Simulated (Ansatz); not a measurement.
**GaPNH (singlet): wave-function methods side by side, cc-pVDZ**

The task here is to estimate one member of a computed series from the others.

Method: cc-pVDZ, core rule «outside noble gas», up to 20 orbitals frozen; program: Ansatz 0.2.0, Gaussian basis.

Plan: UHF; CCSD(T) on RHF; BCCD(T) on RHF; CISD; CCSDT(Q) on RHF; CCSDT(Q) on UHF.

27 further runs of the same task are left out: 1 for a mislabelled method, 18 that didn't finish, 8 set aside as unsound or not needed.

## The system

The geometry is a PBE0/def2-TZVP stationary point (not a proven minimum). No spin-orbit coupling is included. The filled d shell of Ga may be among the frozen orbitals whatever the setting's name suggests; the logs give the count.

4 atoms, charge 0, spin multiplicity 1.

Atoms are counted from 1 here; the program's logs count them from 0.

Bond lengths: Ga1–H4 1.712 Å, P2–N3 1.484 Å.

Coordinates:

```
Ga    0.0000   -0.3534    2.0468
P     0.0000   -0.5147   -0.8174
N     0.0000   -0.1539   -2.2567
H     0.0000    1.0220    1.0273
```

The first run:

in.yaml reads:

```yaml
crystal:
  periodic: [false, false, false]
  atoms:
    - {symbol: Ga, position_ang: [0.000013, -0.353433, 2.046784]}
    - {symbol: P, position_ang: [-0.000005, -0.514710, -0.817362]}
    - {symbol: N, position_ang: [0.000032, -0.153890, -2.256686]}
    - {symbol: H, position_ang: [-0.000039, 1.022032, 1.027264]}
basis:
  gaussian: {orbitals: cc-pVDZ}
magnetization: {spin_polarized: true, initial_magnetization: 0}
hamiltonian: {xc: hf}
output: {orbitals: {seedname: orbitals}}
```

On the command line:

```
$ ansatz run in.yaml --threads 1 --pin off --events-out ev --progress --plain --max-ram 2393MiB
```

Among the steps run: UHF; CCSD(T) on RHF; BCCD(T) on RHF; CISD; CCSDT(Q) on RHF; CCSDT(Q) on UHF.

One table of the session follows, with a row left open; its other results are not shown here.

| method | from RCCSDT(Q) (meV) |
| --- | --- |
| RHF | +10606.1 |
| RMP2 | +1138.3 |
| CISD | +1872.9 |
| RCCSD | +587.8 |
| RCCSD(T) | +86.1 |
| BCCD(T) | +83.3 |
| RCCSDT | ? |
| RCCSDT(Q) | 0 |

Q: Estimate the row for RCCSDT from the others.

**Answer.** from RCCSDT(Q) (meV): +76.2. In the column «from RCCSDT(Q) (meV)» it lies between RCCSDT(Q) (0) and BCCD(T) (+83.3).

Not comparable, so not listed: CCSDT(Q) on UHF (they don't share determinant, frozen orbitals or solution with the rows shown, or repeat one).

With the free atoms at the same levels and basis (separate runs), the atomisation energy is 7.565 eV at RCCSDT(Q), 7.500 eV at RCCSD(T), 2.796 eV at RHF.
